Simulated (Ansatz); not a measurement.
# C₂H₉BSSi: one species, many methods

The task here is to estimate one member of a computed series from the others.

Method: functionals in def2-TZVPP, the program's frozen cores in correlated methods; program: Ansatz 0.2.0, Gaussian basis.

Plan: LDA (SPW92), PBE-D4, revPBE-D4, BLYP-D4, r2SCAN-D4, B97M-V, PBE0-D4, B3LYP-D4, r2SCANh-D4, r2SCAN0-D4, HSE06-D4, BHLYP-D4, CAM-B3LYP-D4, LC-ωPBE, ωB97X-V, ωB97M-V, B2PLYP, PBE-QIDH; CCSD(T)/def2-SVP; CCSD(T)/def2-TZVPP; MP2/def2-QZVPP; extrapolation to the limit; RPA on PBE.

### The relaxed structure

The geometry comes from an earlier relaxation with PBE0-D4 in a triple-zeta def2 set; it is a stationary point, not always the lowest conformer.

SMILES `CB[SiH2]SC`, 14 atoms, charge 0, spin multiplicity 1.

Atoms are counted from 1 here; the program's logs count them from 0.

Bond lengths: C1–B2 1.548 Å, C1–H6 1.106 Å, C1–H7 1.091 Å, C1–H8 1.092 Å, B2–Si3 2.016 Å, B2–H9 1.201 Å, Si3–S4 2.134 Å, Si3–H10 1.495 Å, Si3–H11 1.495 Å, S4–C5 1.815 Å, C5–H12 1.090 Å, C5–H13 1.090 Å, C5–H14 1.090 Å. Angles: B2–C1–H6 102.9°, B2–C1–H7 116.0°, B2–C1–H8 114.7°, H6–C1–H7 106.0°, H6–C1–H8 105.4°, H7–C1–H8 110.5°, C1–B2–Si3 124.2°, C1–B2–H9 119.1°, Si3–B2–H9 116.6°, B2–Si3–S4 109.6°, B2–Si3–H10 110.6°, B2–Si3–H11 111.2°, S4–Si3–H10 109.8°, S4–Si3–H11 109.8°, H10–Si3–H11 105.8°, Si3–S4–C5 100.5°, S4–C5–H12 110.9°, S4–C5–H13 110.9° and more.

The first run:

Input file in.yaml:

```yaml
crystal:
  periodic: [false, false, false]
  atoms:
    - {symbol: C, position_ang: [-1.931709, 1.265123, 1.277392]}
    - {symbol: B, position_ang: [-0.418140, 1.544282, 1.112124]}
    - {symbol: Si, position_ang: [0.840667, 0.373265, 0.058594]}
    - {symbol: S, position_ang: [-0.249493, -1.227606, -0.836947]}
    - {symbol: C, position_ang: [1.087360, -2.090116, -1.709664]}
    - {symbol: H, position_ang: [-1.974475, 0.682933, 2.216355]}
    - {symbol: H, position_ang: [-2.389128, 0.635308, 0.512680]}
    - {symbol: H, position_ang: [-2.541943, 2.153005, 1.457792]}
    - {symbol: H, position_ang: [0.071426, 2.476428, 1.690798]}
    - {symbol: H, position_ang: [1.534435, 1.167961, -1.001375]}
    - {symbol: H, position_ang: [1.924238, -0.177299, 0.929482]}
    - {symbol: H, position_ang: [1.841462, -2.449485, -1.009376]}
    - {symbol: H, position_ang: [1.551746, -1.439056, -2.450497]}
    - {symbol: H, position_ang: [0.640553, -2.944043, -2.218458]}
basis:
  gaussian: {orbitals: def2-TZVPP}
hamiltonian: {xc: lda}
output: {orbitals: {seedname: orbitals}}
```

Run with:

```console
$ ansatz run in.yaml --threads 4 --pin off --events-out ev --progress --plain --max-ram 10444MiB
```

Steps of the session up to this table: LDA; PBE-D4 (GGA); revPBE-D4 (GGA); BLYP-D4 (GGA); r2SCAN-D4 (meta-GGA); B97M-V (meta-GGA); PBE0-D4 (hybrid); B3LYP-D4 (hybrid); r2SCANh-D4 (hybrid); r2SCAN0-D4 (hybrid); HSE06-D4 (hybrid); BHLYP-D4 (hybrid); CAM-B3LYP-D4 (range-separated); LC-ωPBE (range-separated); ωB97X-V (range-separated); ωB97M-V (range-separated); B2PLYP (double hybrid); PBE-QIDH (double hybrid).

One of the session's tables, all rows but one given; the rest of the session is left out.

It belongs to the step «Frontier levels by functional». 

| functional | HOMO (eV) | LUMO (eV) | gap (eV) |
| --- | --- | --- | --- |
| LDA (SPW92) | -5.62 | -3.08 | 2.55 |
| PBE-D4 | -5.54 | -2.84 | 2.71 |
| revPBE-D4 | -5.50 | -2.73 | 2.77 |
| BLYP-D4 | -5.39 | -2.65 | 2.74 |
| r2SCAN-D4 | -5.79 | -2.52 | 3.28 |
| B97M-V | -5.93 | -2.61 | 3.32 |
| PBE0-D4 | -6.74 | -1.86 | 4.88 |
| B3LYP-D4 | -6.51 | -2.05 | 4.46 |
| r2SCANh-D4 | -6.24 | -2.18 | 4.05 |
| r2SCAN0-D4 | -6.90 | -1.68 | 5.22 |
| HSE06-D4 | -6.34 | -2.25 | 4.09 |
| BHLYP-D4 | -7.81 | -0.78 | 7.03 |
| CAM-B3LYP-D4 | -8.05 | -0.71 | 7.33 |
| LC-ωPBE | ? | ? | ? |
| ωB97X-V | -9.09 | 0.34 | 9.43 |
| ωB97M-V | -8.93 | 0.10 | 9.03 |

Estimate the missing values for LC-ωPBE.

As computed: HOMO (eV): -9.43; LUMO (eV): 0.44; gap (eV): 9.88. In the column «HOMO (eV)» it is the lowest.
